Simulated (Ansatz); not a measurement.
# Relaxation of In2Au

Wanted: the geometry at rest of In2Au (a crystal from a database, its volume scaled a little), relaxing cell and atoms, and its electronic structure there.

All numbers below are computed with Ansatz 0.2.0 (DFT, LDA, no spin polarisation, plane waves, PAW).

## Step 1: The cell

It takes space group Fm-3m (No. 225, cubic). Conventional cell: a = 6.441 Å, b = 6.441 Å, c = 6.441 Å, α = 90.00°, β = 90.00°, γ = 90.00°. Au (site symmetry m-3m) is surrounded by 8 In at 2.79 Å. In (site symmetry -43m) has 4 Au at 2.79 Å as nearest neighbours.

Structure file:

```
Au In
1.0
     0.00000    3.22051    3.22051
     3.22051    0.00000    3.22051
     3.22051    3.22051    0.00000
Au In
1 2
Direct
  0.00000 0.00000 0.00000
  0.25000 0.25000 0.25000
  0.75000 0.75000 0.75000
```

It starts from an earlier solution of the starting cell (checkpoint.read).

## Step 2: The relaxation

The input, input.yaml:

```yaml
crystal:
  lattice:
    - [0.0, 3.220509, 3.220509]
    - [3.220509, 0.0, 3.220509]
    - [3.220509, 3.220509, 0.0]
  atoms:
    - { symbol: Au, position: [0.0, 0.0, 0.0] }
    - { symbol: In, position: [0.25, 0.25, 0.25] }
    - { symbol: In, position: [0.75, 0.75, 0.75] }
  symmetry: { tolerance: 0.0003 }
kpoints:
  mp_grid: { grid: [9, 9, 9], shift: [0, 0, 0] }
magnetization:
  spin_polarized: false
scf:
  occupations: { method: fermi_dirac }
  lower_state_search: "off"
hamiltonian:
  pseudopotentials: { kind: paw }
  xc: lda
basis:
  ecutwfc: 420
  fft_grid_basis: typed
relax:
  max_steps: 80
  cell: { p_target: 0.0 }
output:
  forces: true
  stress: true
  eigenvalues: true
  bader: true
  populations: true
  elf: true
  write_potential: true
  volumetric_format: npy
  dos:
    e_range: [-12, 8]
    de: 0.05
    projected: { site_lists: { Au: [Au], In: [In] } }
  write_density: true
checkpoint:
  read: saved_state
```

The run is started by

```bash
> ansatz run input.yaml --threads 2 --pin off --max-ram 2560MiB --backend cpu --events-out ev --progress --plain --runs-dir out
```

Standard output:

```text
Warning: RAYON_NUM_THREADS=2 ignored (pool sized by the plan → 2); use --threads N
Engine: ansatz 0.2.0, aarch64-unknown-linux-gnu
Pseudopotentials: kind: paw
Pseudopotential: Au, paw, valence charge 19, recommended cutoff 420 eV (normal), Au.paw.azcp
Pseudopotential: In, paw, valence charge 13, recommended cutoff 420 eV (normal), In.paw.azcp
Functional definition: SPW92
  exchange = slater_x
  correlation = pw_c
scf.n_extra_bands: the run solves 31 bands and not the automatic 27, as the state that it takes up was solved on those
Crystal: 3 atoms, lattice volume = 66.804 Å³
Basis set: ecut = 420 eV, 1291 PW (Γ)
Bands: 31, of which v1, the nominal top of the filled ones, is band 23 counted from 1 (22 counted from 0)
Symmetry: 48 space group operations
Space group: Fm-3m (ITA 225), of the structure as read, at distance tolerance 1.2e-3 Å
k-points: 35 of 729
Non-local potential: Au, projectors of the file, l = 0: 3, l = 1: 2, l = 2: 2, l = 3: 1
Non-local potential: In, projectors of the file, l = 0: 2, l = 1: 2, l = 2: 2, l = 3: 2
PAW form: soft (Blöchl's): semilocal exchange-correlation on the pseudo side does not see the compensation charge
PAW frozen core: Au, regenerated for the run's functional, and the local potential with it (the file was generated under x = pbe(κ = 0.804, μ = 0.2195149727645171), c = pbe(β = 0.06672455060314922))
PAW frozen core: In, regenerated for the run's functional, and the local potential with it (the file was generated under x = pbe(κ = 0.804, μ = 0.2195149727645171), c = pbe(β = 0.06672455060314922))
PAW one-centre angular grid: Au, 590 points (default); XC on 64 Gauss nodes
PAW one-centre angular grid: In, 590 points (default); XC on 64 Gauss nodes
Initial density: read from a saved state, or passed on in memory by an earlier SCF of this step, an earlier step, the calling program or the single point that the run made first
Initial wavefunctions: pseudopotential atomic-orbital guess
Functional: x = slater, c = lda
iter 1 solved again at ethr=1.91e-6 eV; its pass at ethr=3.10e-3 eV (dr2=8.59e-4 eV) is discarded
SCF iter   1: F=—  HF=-23780.116407 eV  |F-HF|=—  |Δ(HF+E_count)|=         —  Δρ=8.95e-4  dr2=7.60e-4  ethr=1.91e-6  ⟨swp⟩=2.7  Hψ=6948  notcnv=0
preconditioner: auto → Kerker (q_TF=auto, 2.554 Å⁻¹)  [metal: Δε(μ)=0.128 eV  Ē_g=16.396 eV  σ=0.100 eV  W_gap=0.31  n_scr=14 (ndim 8)  ℏωp=27.6 eV  f_vac=0.044  D(μ)=1.00/eV (n_scr^D=0)]
SCF iter   2: F=—  HF=-23780.116358 eV  |F-HF|=—  |Δ(HF+E_count)|=   4.88e-5  Δρ=5.23e-4  dr2=3.07e-4  ethr=1.69e-6  ⟨swp⟩=1.0  Hψ=1085  notcnv=0
SCF iter   3: F=—  HF=-23780.116354 eV  |F-HF|=—  |Δ(HF+E_count)|=   4.10e-6  Δρ=2.32e-4  dr2=8.98e-5  ethr=6.83e-7  ⟨swp⟩=1.0  Hψ=1085  notcnv=0
SCF iter   4: F=—  HF=-23780.116346 eV  |F-HF|=—  |Δ(HF+E_count)|=   7.54e-6  Δρ=6.82e-5  dr2=4.56e-6  ethr=2.00e-7  ⟨swp⟩=1.6  Hψ=1119  notcnv=0
SCF iter   5: F=—  HF=-23780.116347 eV  |F-HF|=—  |Δ(HF+E_count)|=   5.65e-7  Δρ=1.90e-5  dr2=3.06e-7  ethr=1.01e-8  ⟨swp⟩=1.6  Hψ=1127  notcnv=0
SCF iter   6: F=-23780.116347 eV  HF=-23780.116347 eV  |F-HF|=2.51e-8  |Δ(HF+E_count)|=   4.57e-8  Δρ=7.01e-6  dr2=3.03e-8  ethr=2.22e-10  ⟨swp⟩=8.9  Hψ=6746  notcnv=0
SCF 1 converged in 6 iterations: F = -23780.116347 eV  dr2 = 3.03e-8
relax step   1: F+E_penalty+E_count = -23780.11634658 eV  Δ(F+E_penalty+E_count) = +0.000e0 eV  max|allowed force component| = 3.084e-17 eV/Å  Δτ_max = 0.0000 Å  P = +1.066 GPa  Ω = 66.804 Å³  (6 SCF iters, dr2 threshold 1.00e-7 eV, accepted)
Crystal: 3 atoms, lattice volume = 68.507 Å³
Basis set: ecut = 420 eV, 1363 PW (Γ)
Initial density: handed on by an earlier stage of this run
Initial wavefunctions: those handed on with the density
iter 1 solved again at ethr=2.35e-5 eV; its pass at ethr=3.10e-3 eV (dr2=1.06e-2 eV) is discarded
SCF iter   1: F=—  HF=-23780.119246 eV  |F-HF|=—  |Δ(HF+E_count)|=         —  Δρ=3.09e-3  dr2=1.06e-2  ethr=2.35e-5  ⟨swp⟩=1.6  Hψ=6114  notcnv=0
preconditioner: auto → Kerker (q_TF=auto, 2.544 Å⁻¹)  [metal: Δε(μ)=0.098 eV  Ē_g=16.238 eV  σ=0.100 eV  W_gap=0.24  n_scr=14 (ndim 8)  ℏωp=27.3 eV  f_vac=0.044  D(μ)=0.94/eV (n_scr^D=0)]
SCF iter   2: F=—  HF=-23780.116906 eV  |F-HF|=—  |Δ(HF+E_count)|=   2.34e-3  Δρ=1.23e-3  dr2=1.35e-3  ethr=2.35e-5  ⟨swp⟩=2.0  Hψ=1157  notcnv=0
SCF iter   3: F=—  HF=-23780.116585 eV  |F-HF|=—  |Δ(HF+E_count)|=   3.21e-4  Δρ=4.68e-4  dr2=1.17e-4  ethr=2.99e-6  ⟨swp⟩=2.0  Hψ=1179  notcnv=0
SCF iter   4: F=—  HF=-23780.116558 eV  |F-HF|=—  |Δ(HF+E_count)|=   2.74e-5  Δρ=6.07e-5  dr2=1.85e-6  ethr=2.59e-7  ⟨swp⟩=2.0  Hψ=1833  notcnv=0
SCF iter   5: F=-23780.116558 eV  HF=-23780.116558 eV  |F-HF|=9.01e-8  |Δ(HF+E_count)|=   1.62e-7  Δρ=1.29e-5  dr2=1.61e-7  ethr=6.67e-10  ⟨swp⟩=9.8  Hψ=7466  notcnv=0
SCF 2 converged in 5 iterations: F = -23780.116558 eV  dr2 = 1.61e-7
relax step   2: F+E_penalty+E_count = -23780.11655766 eV  Δ(F+E_penalty+E_count) = -2.111e-4 eV  max|allowed force component| = 7.787e-17 eV/Å  Δτ_max = 0.0000 Å  P = -0.896 GPa  Ω = 68.507 Å³  energy of the carried Pulay correction = -4.050e-4 eV  (5 SCF iters, dr2 threshold 3.00e-7 eV, accepted)
Crystal: 3 atoms, lattice volume = 67.718 Å³
iter 1 solved again at ethr=4.84e-6 eV; its pass at ethr=3.10e-3 eV (dr2=2.18e-3 eV) is discarded
SCF iter   1: F=—  HF=-23780.119583 eV  |F-HF|=—  |Δ(HF+E_count)|=         —  Δρ=1.41e-3  dr2=2.18e-3  ethr=4.84e-6  ⟨swp⟩=2.0  Hψ=5317  notcnv=0
preconditioner: auto → Kerker (q_TF=auto, 2.549 Å⁻¹)  [metal: Δε(μ)=0.140 eV  Ē_g=16.296 eV  σ=0.100 eV  W_gap=0.31  n_scr=14 (ndim 8)  ℏωp=27.4 eV  f_vac=0.042  D(μ)=0.97/eV (n_scr^D=0)]
SCF iter   2: F=—  HF=-23780.119107 eV  |F-HF|=—  |Δ(HF+E_count)|=   4.76e-4  Δρ=5.59e-4  dr2=2.68e-4  ethr=4.84e-6  ⟨swp⟩=2.0  Hψ=1154  notcnv=0
SCF iter   3: F=—  HF=-23780.119046 eV  |F-HF|=—  |Δ(HF+E_count)|=   6.05e-5  Δρ=2.13e-4  dr2=2.31e-5  ethr=5.96e-7  ⟨swp⟩=2.0  Hψ=1183  notcnv=0
SCF iter   4: F=—  HF=-23780.119042 eV  |F-HF|=—  |Δ(HF+E_count)|=   4.14e-6  Δρ=2.68e-5  dr2=3.42e-7  ethr=5.13e-8  ⟨swp⟩=2.0  Hψ=1824  notcnv=0
SCF iter   5: F=-23780.119042 eV  HF=-23780.119042 eV  |F-HF|=1.45e-8  |Δ(HF+E_count)|=   2.84e-8  Δρ=5.43e-6  dr2=2.84e-8  ethr=6.67e-10  ⟨swp⟩=9.2  Hψ=6770  notcnv=0
SCF 3 converged in 5 iterations: F = -23780.119042 eV  dr2 = 2.84e-8
relax step   3: F+E_penalty+E_count = -23780.11904205 eV  Δ(F+E_penalty+E_count) = -2.484e-3 eV  max|allowed force component| = 6.553e-17 eV/Å  Δτ_max = 0.0000 Å  P = -0.028 GPa  Ω = 67.718 Å³  energy of the carried Pulay correction = -2.188e-4 eV  (5 SCF iters, dr2 threshold 3.00e-7 eV, accepted)
Initial wavefunctions: pseudopotential atomic-orbital guess (no wavefunctions were taken with the density)
iter 1 solved again at ethr=2.12e-8 eV; its pass at ethr=3.10e-3 eV (dr2=9.52e-6 eV) is discarded
SCF iter   1: F=—  HF=-23780.119229 eV  |F-HF|=—  |Δ(HF+E_count)|=         —  Δρ=1.95e-4  dr2=6.03e-7  ethr=2.12e-8  ⟨swp⟩=3.7  Hψ=7776  notcnv=0
preconditioner: auto → Kerker (q_TF=auto, 2.549 Å⁻¹)  [metal: Δε(μ)=0.141 eV  Ē_g=16.302 eV  σ=0.100 eV  W_gap=0.31  n_scr=14 (ndim 8)  ℏωp=27.4 eV  f_vac=0.042  D(μ)=0.97/eV (n_scr^D=0)]
SCF iter   2: F=—  HF=-23780.119248 eV  |F-HF|=—  |Δ(HF+E_count)|=   1.83e-5  Δρ=9.88e-5  dr2=1.52e-7  ethr=1.34e-9  ⟨swp⟩=1.0  Hψ=1085  notcnv=0
SCF iter   3: F=—  HF=-23780.119253 eV  |F-HF|=—  |Δ(HF+E_count)|=   5.79e-6  Δρ=3.13e-6  dr2=1.44e-9  ethr=3.38e-10  ⟨swp⟩=1.0  Hψ=1085  notcnv=0
SCF iter   4: F=—  HF=-23780.119253 eV  |F-HF|=—  |Δ(HF+E_count)|=   4.74e-9  Δρ=6.40e-7  dr2=2.02e-10  ethr=3.19e-12  ⟨swp⟩=2.1  Hψ=1837  notcnv=0
SCF iter   5: F=-23780.119253 eV  HF=-23780.119253 eV  |F-HF|=1.46e-11  |Δ(HF+E_count)|=  5.09e-11  Δρ=1.44e-7  dr2=2.23e-11  ethr=1.00e-12  ⟨swp⟩=6.6  Hψ=4754  notcnv=0
SCF 4 converged in 5 iterations: F = -23780.119253 eV  dr2 = 2.23e-11
relax step   4: F+E_penalty+E_count = -23780.11925347 eV  Δ(F+E_penalty+E_count) = -2.114e-4 eV  max|allowed force component| = 8.943e-17 eV/Å  Δτ_max = 0.0000 Å  P = -0.029 GPa  Ω = 67.718 Å³  stress off target by 2.95e-2 GPa  SCF on the basis re-selected at this cell (its energy is not comparable with the rows above)  (5 SCF iters)
basis re-selected at this cell: Δ(F+E_penalty+E_count) = -2.114e-4 eV, ΔP = -0.002 GPa vs the last step (what re-selecting the basis moved, of the pressure what is left beyond the Pulay correction that the steps carried, after the strain that the cell walked since its last selection, with what the two solves' SCF thresholds leave and, on support functions, any second-order correction that the steps lacked; it is no measure of the basis error at this ecutwfc). This SCF's stress stands 2.95e-2 GPa from its target on what of the cell is left free (relax.cell.stress_tol is 5.00e-2 GPa) and its largest allowed force component is 8.94e-17 eV/Å (relax.f_tol is 1.00e-2 eV/Å): within both
SCF converged after 5 iterations
Free energy (F): -23780.119253 eV
Harris-Foulkes:  -23780.119253 eV  (|F-HF|=1.46e-11)
Internal energy: -23780.087552 eV  (E = F + TS)
E sigma→0 (E₀):  -23780.103403 eV
Entropy (-TS):   -0.031702 eV (-10.567 meV/atom)
Fermi energy:    12.937914 eV
--- Per-component energies (eV) ---
  E_band       = -354.395177
  E_kinetic    = 1094.057614
  E_local      = -4639.404184  (includes V_loc(G=0)·N_el)
  E_nonlocal   = 818.247976
  E_hartree    = 1911.989304
  E_xc         = -656.097916
  E_vxc        = -480.191579  (∫ρ·V_xc dr)
  E_paw        = -17452.285243  (= ΣΔE_a)
  E_vpaw       = -971.085066  (= ΣTr[D̂ρ^β])
  E_aug_tail   = 0.001325  (compensation charges beyond the density's cutoff)
  E_ewald      = -4857.688217
  E_core_change = 1.091790  (= ΣΔE_core)
  E_smearing   = -0.031702  (= −TS)
  E_closure    = 0.000000  (closes the sum)
  Σ components = -23780.119253   (vs F -23780.119253, Δ=0.00e0)
--- Forces (eV/Å), atoms counted from 1 ---
  atom   1  Au    -0.00000000     0.00000000     0.00000000
  atom   2  In     0.00000000     0.00000000     0.00000000
  atom   3  In    -0.00000000    -0.00000000    -0.00000000
  max |Σ_I F_I| component: 3.70e-17 eV/Å
--- Stress (GPa, compression-positive) ---
       -0.029494       0.000000       0.000000
        0.000000      -0.029494       0.000000
        0.000000       0.000000      -0.029494
  P = ⅓ Tr σ = -0.0295 GPa (-0.295 kbar)
--- Band table (eV; the first three rows and the last of 35) ---
  k-point 0: bands = ["-93.7539", "-45.0540", "-45.0540", "-45.0540", "-1.9909", "-1.9909", "-1.8293", "-1.8293", "-1.8293", "-1.5356", "-1.5356", "-1.5356", "-1.3215", "-1.3215", "2.6856", "7.1514", "7.1514", "7.1514", "8.0547", "8.0547", "13.0835", "16.0008", "16.0008", "16.0008", "16.6616", "16.6616", "16.6616", "17.0451", "18.4698", "18.4698", "18.4698"]
  k-point 1: bands = ["-93.7539", "-45.0541", "-45.0540", "-45.0540", "-1.9713", "-1.9713", "-1.8301", "-1.8201", "-1.8201", "-1.5436", "-1.5436", "-1.5385", "-1.3433", "-1.3433", "2.8361", "7.0450", "7.1940", "7.1940", "8.0377", "8.0377", "12.8063", "14.5453", "15.4109", "15.4109", "16.7229", "17.0743", "17.0743", "17.9338", "18.5863", "18.5863", "19.4284"]
  k-point 2: bands = ["-93.7539", "-45.0542", "-45.0540", "-45.0540", "-1.9151", "-1.9151", "-1.8243", "-1.7936", "-1.7936", "-1.5672", "-1.5672", "-1.5552", "-1.4048", "-1.4048", "3.2764", "6.7951", "7.2962", "7.2962", "8.0065", "8.0065", "11.2942", "14.1833", "14.6717", "14.6717", "16.6261", "17.0498", "17.0498", "18.1404", "19.3617", "19.3617", "22.1664"]
  k-point 34: bands = ["-93.7539", "-45.0542", "-45.0542", "-45.0541", "-1.8521", "-1.8326", "-1.8147", "-1.7490", "-1.6727", "-1.6575", "-1.6277", "-1.5603", "-1.5367", "-1.4725", "6.0673", "6.3127", "7.3224", "7.5658", "7.8453", "8.1838", "8.8343", "9.1945", "10.8960", "15.9754", "16.8865", "17.7376", "19.3686", "21.3026", "22.5648", "23.8255", "24.3584"]
--- Relaxed structure (3 steps of the walk, 3 accepted, 1 SCFs on fresh bases) ---
  F+E_penalty+E_count = -23780.11925347 eV   max|allowed force component| = 8.943e-17 eV/Å   (the final SCF, on the basis selected at the relaxed cell)
  cell:  # Å, volume = 67.7184 Å³
    - [-5.413832784951563e-35, 3.2351341090428254, 3.2351341090428254]
    - [3.2351341090428254, -6.878752244409047e-34, 3.2351341090428254]
    - [3.2351341090428254, 3.2351341090428254, 1.9107645123358462e-35]
  atoms:
    - { symbol: Au, position: [-1.6819322562331303e-35, -2.803220427055216e-35, -4.2775067257287e-35] }
    - { symbol: In, position: [0.24999999999999997, 0.24999999999999997, 0.24999999999999997] }
    - { symbol: In, position: [0.75, 0.75, 0.75] }
--- Löwdin populations: 3 sites ---
  site symbol       q [e]
     0     Au     18.3692
     1     In     13.2394
     2     In     13.2394
  spilling = 0.003377 (of n_electrons = 45.000000)
--- Bader charges: 3 sites ---
  site symbol  charge [e]  shift [e]
     0     Au     -1.0094     0.0008
     1     In      0.5047     0.0004
     2     In      0.5047     0.0004
  estimated error of the sums over rays = 2.5e-4 e
```

Wall time 20 s (2 threads of Arm Neoverse V1, shared host); peak memory 0.39 GiB.

The steps of the relaxation:

```csv
step,energy from step 1 (eV/cell),largest force component (eV/Å),pressure (GPa),volume (Å³)
1,0.0000,0.0000,1.07,66.80
2,-0.0002,0.0000,-0.90,68.51
3,-0.0027,0.0000,-0.03,67.72
4,-0.0029,0.0000,-0.03,67.72
```

Step 1 is the start. Step 4 repeats the geometry before on a plane-wave basis chosen anew for that cell, so the energy can jump there without any move; the table keeps such jumps.

| input's cell | before | after | change |
| --- | --- | --- | --- |
| a (Å) | 4.554 | 4.575 | +0.5 % |
| b (Å) | 4.554 | 4.575 | +0.5 % |
| c (Å) | 4.554 | 4.575 | +0.5 % |
| volume (Å³/atom) | 22.27 | 22.57 | +1.4 % |

## Step 3: Total and projected density of states

States per cell by energy window, from dos.tsv and pdos.tsv (tetrahedra; eV from the Fermi level):

```csv
from,to,total,Au s,Au d,In s,In p
-4.5,-4.0,0.80,0.07,0.39,0.12,0.20
-4.0,-3.5,0.38,0.05,0.12,0.07,0.13
-3.5,-3.0,0.51,0.05,0.14,0.11,0.20
-3.0,-2.5,0.47,0.03,0.11,0.11,0.20
-2.5,-2.0,0.43,0.03,0.08,0.11,0.20
-2.0,-1.5,0.65,0.03,0.09,0.10,0.41
-1.5,-1.0,0.61,0.02,0.07,0.10,0.39
-1.0,-0.5,0.55,0.02,0.05,0.10,0.35
-0.5,0.0,0.49,0.02,0.04,0.10,0.31
0.0,0.5,0.47,0.01,0.04,0.09,0.30
0.5,1.0,0.47,0.01,0.04,0.11,0.28
1.0,1.5,0.42,0.01,0.03,0.12,0.23
1.5,2.0,0.64,0.03,0.04,0.21,0.32
2.0,2.5,0.84,0.03,0.05,0.27,0.43
2.5,3.0,0.28,0.04,0.01,0.06,0.14
3.0,3.5,0.57,0.10,0.02,0.12,0.27
```

## Step 4: How the electrons are shared

Gathered by element (positive charge: electrons given up): Löwdin charges also hold the electrons that the projection spills.

```
element  atoms  Bader charge (e)  Bader volume (Å³)  Löwdin charge (e)
     Au      1             -1.01               24.9              +0.63
     In      2             +0.50               21.4              -0.24
```

Löwdin charges rest on a small set of atomic orbitals that misses 0.3 % of the electrons, so they need not add up to the cell's charge and can differ from Bader's even in sign.

## Step 5: Maps of the fields

Maps in the plane spanned by b and c at height 0.000 along a (axes of the input's cell), one cell: b runs left to right (14 points from zero), c bottom to top (14 points), 60° apart. Inside the augmentation spheres the fields are the smooth ones.

Valence density. Ten steps from '0' (0.15 e/Å³) to '9' (15.20 e/Å³), finer at the low end (step k begins (100^(k/10) - 1)/99 of the way up):
```
99852000000258
78752100100125
35532101221012
12221001222100
00110000222200
00000000122210
00011000001100
00122210000000
00022220000110
10012221001222
32101221012355
75210010012578
98520000002589
99731000001379
```

ELF. Ten even steps from '0' (0.22) to '9' (0.80):
```
77531110011135
55531100000113
23321100000011
11111100010001
11111110011001
11000110000000
00000000000000
10000000110001
11001100111111
11000100011111
21100000011233
53110000011355
75311100111357
97521110111257
```

Atoms within 0.2 Å of the plane, in fractions of b and c: Au at (1.00, 1.00).

At the density minimum on some short contacts:

| contact | length (Å) | minimum at (fraction) | density (e/Å³) | ELF |
| --- | --- | --- | --- | --- |
| In2–In3 | 3.235 | 0.50 | 0.154 | 0.27 |

```
fraction  In2–In3
     0.2     2.67
     0.3    0.564
     0.4    0.211
     0.5    0.154
     0.6    0.211
     0.7    0.564
     0.8     2.67
```

(Smooth valence density in e/Å³ at fractions of each contact.)

## Step 6: Results

```
                                                 quantity                                                                      value
                                                    moves                                                                          2
                                            energy gained                                                               0.9 meV/atom
                                             largest move                                                                     0.00 Å
                     space group (0.01 Å), before / after                                                              Fm-3m / Fm-3m
                                                     cell  a = 4.575 Å, b = 4.575 Å, c = 4.575 Å, α = 60.00°, β = 60.00°, γ = 60.00°
                                                   volume                                                     22.57 Å³/atom (+1.4 %)
                                      pressure at the end                                                                  -0.03 GPa
           formation energy (elements from separate runs)                                                              -0.28 eV/atom
                                                character                                                                      metal
density of states, mean within 0.25 eV of the Fermi level                                                       0.95 per eV per cell
                                            Bader charges                                                       Au -1.01, In +0.50 e
```

In words: The volume grew by 1.4 %, and the atoms end where they began within the cell. The run held to 48 symmetry operations, so a lower structure without them is not ruled out. It is a metal; within 0.25 eV of the Fermi level the density of states averages 0.95 per eV per cell, mostly In p (63 %) and In s (20 %). Set against separate runs on the elements (Au fcc, In body-centred tetragonal), it forms at -0.28 eV per atom, a bound cell by that test. In loses most charge (+0.50 e on average) and Au gains most (-1.01 e).
